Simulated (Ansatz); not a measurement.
# CH4ClFSeSi: up Jacob's ladder to CCSD(T)

One table from this session's results is given with a row withheld; the runs are named, their logs left out.

Program: Ansatz 0.2.0, Gaussian basis. Level of theory: functionals in def2-TZVPP, the program's frozen cores in correlated methods. These are calculated values, not measurements.

The runs, in order: LDA (SPW92), PBE-D4, revPBE-D4, BLYP-D4, r2SCAN-D4, B97M-V, PBE0-D4, B3LYP-D4, r2SCANh-D4, r2SCAN0-D4, HSE06-D4, BHLYP-D4, CAM-B3LYP-D4, LC-ωPBE, ωB97X-V, ωB97M-V, B2PLYP, PBE-QIDH; CCSD(T)/def2-SVP; CCSD(T)/def2-TZVPP; MP2/def2-QZVPP; extrapolation to the limit; RPA on PBE.

### Structure used throughout

An earlier PBE0-D4 in a triple-zeta def2 set relaxation fixed the geometry.

SMILES `C[Se][SiH](F)Cl`, 9 atoms, charge 0, spin multiplicity 1.

Atoms are counted from 1 here; the program's logs count them from 0.

Bond lengths: C1–Se2 1.961 Å, C1–H6 1.088 Å, C1–H7 1.088 Å, C1–H8 1.087 Å, Se2–Si3 2.242 Å, Si3–F4 1.588 Å, Si3–Cl5 2.044 Å, Si3–H9 1.476 Å. Angles: Se2–C1–H6 105.8°, Se2–C1–H7 110.6°, Se2–C1–H8 110.0°, H6–C1–H7 109.4°, H6–C1–H8 110.0°, H7–C1–H8 110.9°, C1–Se2–Si3 95.1°, Se2–Si3–F4 107.0°, Se2–Si3–Cl5 112.1°, Se2–Si3–H9 113.8°, F4–Si3–Cl5 108.6°, F4–Si3–H9 108.8°, Cl5–Si3–H9 106.5°.

As a file:

```xyz
9
CH4ClFSeSi
C    -0.6231   -0.9529   -1.1230
Se    1.1117   -0.9819   -0.2097
Si    0.6638    0.7637    1.1247
F     1.9732    1.0439    1.9789
Cl    0.2087    2.4483    0.0607
H    -0.6151   -1.8038   -1.8010
H    -1.4347   -1.0675   -0.4074
H    -0.7301   -0.0296   -1.6875
H    -0.4657    0.5335    2.0472
```

The first run:

File in.yaml:

```yaml
crystal:
  periodic: [false, false, false]
  atoms:
    - {symbol: C, position_ang: [-0.623138, -0.952855, -1.123026]}
    - {symbol: Se, position_ang: [1.111711, -0.981856, -0.209710]}
    - {symbol: Si, position_ang: [0.663849, 0.763679, 1.124742]}
    - {symbol: F, position_ang: [1.973157, 1.043936, 1.978924]}
    - {symbol: Cl, position_ang: [0.208650, 2.448336, 0.060653]}
    - {symbol: H, position_ang: [-0.615129, -1.803825, -1.801046]}
    - {symbol: H, position_ang: [-1.434738, -1.067538, -0.407432]}
    - {symbol: H, position_ang: [-0.730075, -0.029636, -1.687506]}
    - {symbol: H, position_ang: [-0.465687, 0.533459, 2.047201]}
basis:
  gaussian: {orbitals: def2-TZVPP}
hamiltonian: {xc: lda}
output: {orbitals: {seedname: orbitals}}
```

Steps of the session up to this table: LDA; PBE-D4 (GGA); revPBE-D4 (GGA); BLYP-D4 (GGA); r2SCAN-D4 (meta-GGA); B97M-V (meta-GGA); PBE0-D4 (hybrid); B3LYP-D4 (hybrid); r2SCANh-D4 (hybrid); r2SCAN0-D4 (hybrid); HSE06-D4 (hybrid); BHLYP-D4 (hybrid); CAM-B3LYP-D4 (range-separated); LC-ωPBE-D4 (range-separated; the results give it without D4); ωB97X-V (range-separated); ωB97M-V (range-separated); B2PLYP (double hybrid); PBE-QIDH (double hybrid).

One of the session's tables, all rows but one given; the rest of the session is left out.

It belongs to the step «Frontier levels by functional». 

| functional | HOMO (eV) | gap (eV) |
| --- | --- | --- |
| LDA (SPW92) | -6.09 | 4.30 |
| PBE-D4 | -5.95 | 4.39 |
| revPBE-D4 | -5.90 | 4.44 |
| BLYP-D4 | -5.78 | 4.36 |
| r2SCAN-D4 | -6.22 | 4.92 |
| B97M-V | -6.31 | 4.96 |
| PBE0-D4 | -7.11 | 6.42 |
| B3LYP-D4 | -6.87 | 5.97 |
| r2SCANh-D4 | -6.64 | 5.65 |
| r2SCAN0-D4 | -7.28 | 6.75 |
| HSE06-D4 | -6.71 | 5.64 |
| BHLYP-D4 | -8.11 | 8.34 |
| CAM-B3LYP-D4 | -8.39 | 8.74 |
| LC-ωPBE | ? | ? |
| ωB97X-V | -9.40 | 10.79 |
| ωB97M-V | -9.26 | 10.42 |

**Question.** Estimate the row for LC-ωPBE.

The run gave: HOMO (eV): -9.75; gap (eV): 11.27. In the column «HOMO (eV)» it is the lowest.
